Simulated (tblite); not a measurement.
# C5H11Si2: the cost of one run

The runs use tblite 0.8.0 and PySCF 2.14.0, with density-fitted response routines of our own; the level of theory stands in each step. All values are computed, except where a source is named. Atoms are numbered from 0 throughout.

## Step 1: The molecule as given

18 atoms, charge 0, multiplicity 2; geometry from: force field or distance geometry start.

Bonds of the start (Å): C0–C1 1.26, C1–C2 1.52, C1–C3 1.45, C3–Si4 1.88, C3–C5 1.30, C5–Si6 1.83, C0–H7 1.02, C2–H8 1.11, C2–H9 1.08, C2–H10 1.10, Si4–H11 1.49, Si4–H12 1.45, Si4–H13 1.46, C5–H14 1.10, Si6–H15 1.47, Si6–H16 1.49, Si6–H17 1.46.

## Step 2: Relaxing the molecule with GFN2-xTB

Job settings and geometry (Å):

```
{"job": {"kind": "relax", "xc": "GFN2-xTB", "basis": "xTB"}, "charge": 0, "multiplicity": 2}
C     -0.716900     1.896100    -0.172500
C     -0.724200     0.655300    -0.365900
C     -1.906800     0.130800    -1.171900
C      0.172500    -0.409700     0.023200
Si    -0.247600    -2.176900    -0.478500
C      1.271600    -0.313500     0.719600
Si     1.915200     1.286700     1.344500
H     -0.136800     2.586800     0.296500
H     -2.573600    -0.353900    -0.428900
H     -1.560800    -0.509800    -1.971900
H     -2.443100     1.003200    -1.574300
H     -1.691300    -2.213200    -0.863900
H      0.605300    -2.562700    -1.584500
H     -0.068100    -2.981700     0.728700
H      1.880400    -1.193700     0.964100
H      2.150900     2.192300     0.204600
H      0.881400     1.850900     2.264600
H      3.183100     1.119400     2.054800
```

Run with:

```bash
$ OMP_NUM_THREADS=1 python probes_run.py task.json out
```

This one command runs all jobs of the session in turn.

**Question.** How long does this first job take on 1 thread of AMD EPYC 7B13, shared host?

About 1.7 s.
